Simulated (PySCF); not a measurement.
# EuF3H3N (Eu(F)3(NH3)): the cost of one run

Program: PySCF 2.14.0. Level of theory: PBE0, Eu lcecp-1-SVP with ECP52, F def2-SVP, N def2-SVP, H def2-SVP; scalar-relativistic core potentials, no spin–orbit coupling. These are calculated values, not measurements.

1 further run of the same task is left out (for a known fault of the program).

## 1. Where the work starts

8 atoms, charge 0, spin multiplicity 1.

Bond lengths: Eu1–F2 2.120 Å, Eu1–F3 2.120 Å, Eu1–F4 2.120 Å, Eu1–N5 2.545 Å, N5–H6 1.020 Å, N5–H7 1.020 Å, N5–H8 1.020 Å. Angles: F2–Eu1–F3 109.5°, F2–Eu1–F4 109.5°, F2–Eu1–N5 109.5°, F3–Eu1–F4 109.5°, F3–Eu1–N5 109.5°, F4–Eu1–N5 109.5°, Eu1–N5–H6 113.0°, Eu1–N5–H7 113.0°, Eu1–N5–H8 113.0°, H6–N5–H7 105.8°, H6–N5–H8 105.8°, H7–N5–H8 105.8°.

As a file:

| atom | x (Å) | y (Å) | z (Å) |
| --- | --- | --- | --- |
| Eu1 | 0.0000 | 0.0000 | 0.0000 |
| F2 | 1.2239 | 1.2239 | 1.2239 |
| F3 | -1.2239 | -1.2239 | 1.2239 |
| F4 | 1.2239 | -1.2239 | -1.2239 |
| N5 | -1.4694 | 1.4694 | -1.4694 |
| H6 | -2.0825 | 2.0825 | -0.9323 |
| H7 | -0.9323 | 2.0825 | -2.0825 |
| H8 | -2.0825 | 0.9323 | -2.0825 |

Formal oxidation states: Eu +3. Each metal's 6 4f electrons lie in its core potential, so multiplicities, spins and levels count the valence alone.

## 2. SCF at the start, singlet

File run.py (the lines that set the calculation):

```python
mol = gto.M(atom='''
Eu     0.00000     0.00000     0.00000
F      1.22390     1.22390     1.22390
F     -1.22390    -1.22390     1.22390
F      1.22390    -1.22390    -1.22390
N     -1.46940     1.46940    -1.46940
H     -2.08250     2.08250    -0.93230
H     -0.93230     2.08250    -2.08250
H     -2.08250     0.93230    -2.08250''',
    basis={'Eu': 'lcecp-1-SVP', 'F': 'def2-SVP', 'N': 'def2-SVP', 'H': 'def2-SVP'},
    ecp={'Eu': 'lcecp-1-SVP'},
    charge=0, spin=0)
mf = dft.RKS(mol, xc='PBE0')
mf.grids.atom_grid = (50, 194)  # f atoms: unpruned, at least (60, 302)
mf = mf.density_fit()  # fitting sets: Eu AutoAux, F def2-universal-JKFIT, N def2-universal-JKFIT, H def2-universal-JKFIT
mf.conv_tol = 1e-08; mf.max_cycle = 55
mf.kernel(dm0)  # dm0: free metal ions and neutral atoms
```

The run is started by

```bash
OMP_NUM_THREADS=2 python run.py
```

What time and memory should one allow on 2 threads of Arm Neoverse V1, shared host?

About 3 s, with a peak of 0.61 GiB.
